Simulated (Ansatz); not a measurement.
# CuNH₂: how energies converge with the basis set

The task here is to estimate one member of a computed series from the others.

Method: one geometry, several basis sets; program: Ansatz 0.2.0, Gaussian basis.

Levels to be run: PBE0-D4/def2-SVP; ωB97M-V/def2-SVP; PBE0-D4/def2-QZVPP; ωB97M-V/def2-QZVPP; the functionals' def2-TZVPP values are taken from earlier runs.

### The relaxed structure

An earlier PBE0-D4 in a triple-zeta def2 set relaxation fixed the geometry.

SMILES `[NH2][Cu]`, 4 atoms, charge 0, spin multiplicity 1.

Atoms are counted from 1 here; the program's logs count them from 0.

Bond lengths: N1–Cu2 1.830 Å, N1–H3 1.019 Å, N1–H4 1.019 Å. Angles: Cu2–N1–H3 107.0°, Cu2–N1–H4 107.0°, H3–N1–H4 104.5°.

The first run:

Input file in.yaml:

```yaml
crystal:
  periodic: [false, false, false]
  atoms:
    - {symbol: N, position_ang: [-0.277274, 0.250886, 0.117513]}
    - {symbol: Cu, position_ang: [1.383590, -0.301574, 0.652607]}
    - {symbol: H, position_ang: [-0.862446, -0.581510, 0.055500]}
    - {symbol: H, position_ang: [-0.188369, 0.571898, -0.845920]}
basis:
  gaussian: {orbitals: def2-SVP}
hamiltonian: {xc: pbe0, dispersion: d4}
output: {orbitals: {seedname: orbitals}}
```

The run is started by

```bash
$ ansatz run in.yaml --threads 2 --pin off --events-out ev --progress --plain --max-ram 32768MiB --backend cpu
```

Steps of the session up to this table: PBE0-D4 in def2-SVP; ωB97M-V in def2-SVP; PBE0-D4 in def2-QZVPP; ωB97M-V in def2-QZVPP.

One of the session's tables, all rows but one given; the rest of the session is left out.

It belongs to the step «Density functionals: the series». 

```
functional       basis  HOMO (eV)  LUMO (eV)
   PBE0-D4    def2-SVP      -5.54      -1.72
   PBE0-D4  def2-TZVPP      -6.06      -2.13
   PBE0-D4  def2-QZVPP          ?          ?
   ωB97M-V    def2-SVP      -7.80      -0.12
   ωB97M-V  def2-TZVPP      -8.33      -0.56
   ωB97M-V  def2-QZVPP      -8.39      -0.71
```

Estimate the missing values for PBE0-D4, def2-QZVPP.

As computed: HOMO (eV): -6.12; LUMO (eV): -2.17. In the column «HOMO (eV)» it lies between ωB97M-V, def2-SVP (-7.80) and PBE0-D4, def2-TZVPP (-6.06).
